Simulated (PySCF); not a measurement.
**Zr(OH)₃: doublet, from a trigonal pyramidal start**

Aim: relax Zr(OH)₃ as a doublet from a trigonal pyramidal start, check by its vibrations whether the end is a minimum, and collect its spectrum and constants.

The runs use PySCF 2.14.0; PBE0, basis Zr def2-TZVP with ECP28, O def2-TZVP, H def2-TZVP, scalar-relativistic core potentials, no spin–orbit coupling, density fitting.

## (1) Where the work starts

7 atoms, charge 0, spin multiplicity 2.

Bond lengths: Zr1–O2 2.170 Å, Zr1–O3 2.170 Å, Zr1–O4 2.170 Å, O2–H5 0.960 Å, O3–H6 0.960 Å, O4–H7 0.960 Å. Angles: O2–Zr1–O3 99.8°, O2–Zr1–O4 99.8°, O3–Zr1–O4 99.8°, Zr1–O2–H5 130.0°, Zr1–O3–H6 130.0°, Zr1–O4–H7 130.0°.

```xyz
7
charge 0 multiplicity 2
Zr    0.0000    0.0000    0.0000
O     1.9160    0.0000    1.0188
O    -0.9580    1.6593    1.0188
O    -0.9580   -1.6593    1.0188
H     2.4608   -0.7354    1.3085
H    -0.5935    2.4989    1.3085
H    -1.8673   -1.7635    1.3085
```

## (2) Finding the electronic state

One driver script runs all steps and calls PySCF; scf.py shows how it sets up the SCF of each step. The optimiser is the driver's own. After this first run the driver tries any further starts and a stability analysis.

Contents of scf.py:

```python
from pyscf import gto, scf, dft
mol = gto.M(atom='''
Zr     0.000000     0.000000     0.000000
O      1.916000     0.000000     1.018800
O     -0.958000     1.659300     1.018800
O     -0.958000    -1.659300     1.018800
H      2.460800    -0.735400     1.308500
H     -0.593500     2.498900     1.308500
H     -1.867300    -1.763500     1.308500''',
    basis={'Zr': 'def2-TZVP', 'O': 'def2-TZVP', 'H': 'def2-TZVP'},
    ecp={'Zr': 'def2-TZVP'},
    charge=0, spin=1)
mf = dft.UKS(mol, xc='PBE0')
mf.grids.atom_grid = (50, 194)
aux = {'Zr': 'def2-universal-JKFIT', 'O': 'def2-universal-JKFIT', 'H': 'def2-universal-JKFIT'}
mf = mf.density_fit(auxbasis=aux)
mf.conv_tol = 1e-08
mf.diis_space = 10
mf.max_cycle = 60
mf.init_guess = 'minao'
mf.verbose = 4
mf.kernel()
```

The run is started by

```
$ OMP_NUM_THREADS=4 python axn.py task.json out
```

Standard output:

```text
init E= -268.747133033395
[... the frontier-level lines of each cycle are left out ...]
cycle= 1 E= -274.051458693488  delta_E= -5.3  |g|= 0.923  |ddm|= 3.17
cycle= 2 E= -273.491270517314  delta_E= 0.56  |g|= 1.53  |ddm|=  1.9
cycle= 3 E= -274.377818313232  delta_E= -0.887  |g|= 0.345  |ddm|= 1.11
cycle= 4 E= -274.447893450933  delta_E= -0.0701  |g|= 0.101  |ddm|= 0.52
cycle= 5 E= -274.454797564489  delta_E= -0.0069  |g|= 0.0164  |ddm|= 0.128
cycle= 6 E= -274.455592161762  delta_E= -0.000795  |g|= 0.0117  |ddm|= 0.0816
cycle= 7 E= -274.455743900809  delta_E= -0.000152  |g|= 0.00845  |ddm|= 0.0311
cycle= 8 E= -274.455799349931  delta_E= -5.54e-05  |g|= 0.00466  |ddm|= 0.0163
cycle= 9 E= -274.455824466111  delta_E= -2.51e-05  |g|= 0.00124  |ddm|= 0.0141
cycle= 10 E= -274.455830231087  delta_E= -5.76e-06  |g|= 0.000469  |ddm|= 0.00789
cycle= 11 E= -274.455832321289  delta_E= -2.09e-06  |g|= 0.000316  |ddm|= 0.00388
cycle= 12 E= -274.455834254838  delta_E= -1.93e-06  |g|= 0.000122  |ddm|= 0.00664
cycle= 13 E= -274.455834441019  delta_E= -1.86e-07  |g|= 8.48e-05  |ddm|= 0.00226
cycle= 14 E= -274.455834451277  delta_E= -1.03e-08  |g|= 4.24e-05  |ddm|= 0.000377
cycle= 15 E= -274.455834453762  delta_E= -2.49e-09  |g|= 1.86e-05  |ddm|= 0.000145
Extra cycle  E= -274.455834454068  delta_E= -3.06e-10  |g|= 2.84e-05  |ddm|= 5.19e-05
converged SCF energy = -274.455834454068  <S^2> = 0.75289947  2S+1 = 2.0028974
```

This step, with its further starts and checks, needed 64 s of wall time on 4 threads of Intel Xeon at 2.70GHz, shared host.

The starts that the driver tried:

```tsv
start	energy (Eh)
the minimal-basis guess	-274.455834
a thermally smeared density	-274.455834
a smeared PBE density	-274.455834
```

No lower solution of this spin turned up from the other starts or in the test of internal stability.

## (3) Trigonal pyramidal start, doublet: relaxation

The program finds C3 symmetry in the start, which this walk keeps. Threshold on the gradient: 0.0003 Eh/bohr, with a further test on the energy change.

scf.py: that of step 2 with these lines changed.

```diff
@@ -3,7 +3,7 @@
-Zr     0.000000     0.000000     0.000000
-O      1.916000     0.000000     1.018800
-O     -0.958000     1.659300     1.018800
-O     -0.958000    -1.659300     1.018800
-H      2.460800    -0.735400     1.308500
-H     -0.593500     2.498900     1.308500
-H     -1.867300    -1.763500     1.308500''',
+Zr    -0.000000     0.000000    -0.375005
+O      1.915997     0.000000     0.643795
+O     -0.957999     1.659302     0.643795
+O     -0.957999    -1.659302     0.643795
+H      2.460849    -0.735414     0.933495
+H     -0.593537     2.498865     0.933495
+H     -1.867312    -1.763450     0.933495''',
@@ -20 +19,0 @@
-mf.init_guess = 'minao'
```

Energy and gradient, step by step (not every step is listed):

```tsv
step	energy (Eh)	change (kJ/mol)	largest symmetric gradient (Eh/bohr)
0	-274.455834	0.00	0.13753
1	-274.511038	-144.94	0.07782
2	-274.532815	-202.11	0.02217
3	-274.537225	-213.69	0.00982
4	-274.538941	-218.20	0.01392
5	-274.541237	-224.22	0.00829
6	-274.541605	-225.19	0.02130
7	-274.542510	-227.57	0.00616
8	-274.542874	-228.52	0.00330
9	-274.543418	-229.95	0.00686
10	-274.543829	-231.03	0.00694
12	-274.544261	-232.16	0.01201
14	-274.544615	-233.09	0.00113
16	-274.544750	-233.45	0.00090
18	-274.544820	-233.63	0.00431
20	-274.544872	-233.77	0.00038
22	-274.544906	-233.86	0.00036
24	-274.544923	-233.90	0.00108
26	-274.544941	-233.95	0.00035
28	-274.544956	-233.99	0.00132
29	-274.544960	-234.00	0.00021
30	-274.544962	-234.00	0.00080
31	-274.544963	-234.01	0.00062
32	-274.544966	-234.02	0.00016
33	-274.544969	-234.02	0.00017
```

The walk took 4 min.

After 33 steps and 234.0 kJ/mol it ends at C3h: O–H 0.952 Å (×3), Zr–O 1.926 Å (×3); H–O–Zr 173.9° (×3), O–Zr–O 120.0° (×3).

## (4) Vibrations and properties at this point

The point is checked on the finer grid, and tightened if its gradient asks for it. The Hessian and the dipole derivatives come from central differences of analytic gradients, with steps of 0.02 bohr.

scf.py: that of step 3 with these lines changed.

```diff
@@ -3,7 +3,7 @@
-Zr    -0.000000     0.000000    -0.375005
-O      1.915997     0.000000     0.643795
-O     -0.957999     1.659302     0.643795
-O     -0.957999    -1.659302     0.643795
-H      2.460849    -0.735414     0.933495
-H     -0.593537     2.498865     0.933495
-H     -1.867312    -1.763450     0.933495''',
+Zr    -0.000000    -0.000000     0.000000
+O      1.880270    -0.419900    -0.000000
+O     -0.576491     1.838311     0.000000
+O     -1.303779    -1.418412     0.000000
+H      2.826037    -0.527523    -0.000000
+H     -0.956170     2.711181     0.000000
+H     -1.869867    -2.183658     0.000000''',
@@ -14 +14 @@
-mf.grids.atom_grid = (50, 194)
+mf.grids.atom_grid = (75, 302)
@@ -17 +17 @@
-mf.conv_tol = 1e-08
+mf.conv_tol = 1e-10
```

This SCF starts from the last density.

SCF at the final geometry:

```text
init E= -274.544886763032
[... the frontier-level lines of each cycle are left out ...]
cycle= 1 E= -274.544886763031  delta_E= 7.96e-13  |g|= 2.37e-06  |ddm|= 3.05e-06
Extra cycle  E= -274.544886763025  delta_E= 6.37e-12  |g|= 4.5e-06  |ddm|= 4.17e-06
converged SCF energy = -274.544886763025  <S^2> = 0.75244879  2S+1 = 2.0024473
```

The whole step took 2.9 min.

Geometry: C3h; O–H 0.952 Å (×3), Zr–O 1.927 Å (×3); H–O–Zr 173.9° (×3), O–Zr–O 120.0° (×3).

Harmonic modes (main isotopes):

```
symmetry  ω (cm⁻¹)  IR (km/mol)
     a''        72         24.4
      a'       106          0.0
      e'       157          6.7
      e'       261          497
     e''       362          0.0
     a''       379          257
      a'       685          0.0
      e'       704          441
      e'      4010          647
      a'      4013          0.0
```

Every mode is real; the point is a minimum.

Properties at this point:

```yaml
Dipole_moment: 0.00 D
Highest_occupied_level: -4.49 eV
Lowest_empty_level: -1.18 eV
Rotational_constants: 0.166, 0.166, 0.083 cm⁻¹
Zero-point_energy: 97.1 kJ/mol
Principal_polarisabilities: 55.5, 55.5, 74.3 bohr³
Atomisation_energy_without_zero-point_energy: 2898 kJ/mol
Principal_traceless_quadrupole_moments_about_the_centre_of_mass: -8.01, 4.01, 4.01 D Å
Entropy_at_298.15_K_and_1_bar_electronic_part_spin_only: 360.4 J/(mol K)
Heat_capacity_Cp_at_298.15_K: 109.9 J/(mol K)
Enthalpy_at_298.15_K_above_0_K: 23.27 kJ/mol
Rotational_symmetry_number: 3
Spin_squared_⟨S²⟩: 0.752
```

Charges (e) and bond orders:

```json
{"atom": "Zr1", "Mulliken": "1.32", "Löwdin": "0.54", "polar tensor": "1.72", "spin (Mulliken)": "1.06", "Mayer order to Zr1": "–"}
{"atom": "O2,3,4", "Mulliken": "-0.76", "Löwdin": "-0.34", "polar tensor": "-0.92", "spin (Mulliken)": "-0.02", "Mayer order to Zr1": "0.94"}
{"atom": "H5,6,7", "Mulliken": "0.32", "Löwdin": "0.16", "polar tensor": "0.35", "spin (Mulliken)": "0.00", "Mayer order to Zr1": "0.03"}
```

Mulliken populations on Zr1 (outside its core potential): s 2.45, p 6.19, d 1.92, f 0.11.

## (5) What came out

| quantity | value |
| --- | --- |
| minimum | doublet, C3h |
| geometry | O–H 0.952 Å (×3), Zr–O 1.927 Å (×3); H–O–Zr 173.9° (×3), O–Zr–O 120.0° (×3) |
| wavenumbers (cm⁻¹) | 72 (a''), 106 (a'), 157 (e'), 261 (e'), 362 (e''), 379 (a''), 685 (a'), 704 (e'), 4010 (e'), 4013 (a') |
| dipole moment | 0.00 D |
| highest occupied, lowest empty level (either spin) | -4.49, -1.18 eV |
| polar-tensor charge of Zr1 | +1.72 e |
| zero-point energy | 97.1 kJ/mol |
| entropy at 298.15 K | 360.4 J/(mol K) |
| atomisation energy (no zero-point energy) | 2898 kJ/mol |
| ⟨S²⟩ | 0.752 |

The trigonal pyramidal start (C3) ends in a minimum of C3h symmetry. In the infrared the band at 4010 cm⁻¹ (e') leads. Zr1 has a polar-tensor charge of +1.7 e (a dipole derivative, not a static charge), yet symmetry cancels the bond dipoles. Most of the spin sits on Zr1 (Mulliken spin 1.06, against 1 for the whole molecule). Only this shape and spin were tried, so other structures or states may lie lower. One determinant may miss the lowest occupation of an open d or f shell.

The search up to here took 8 min.
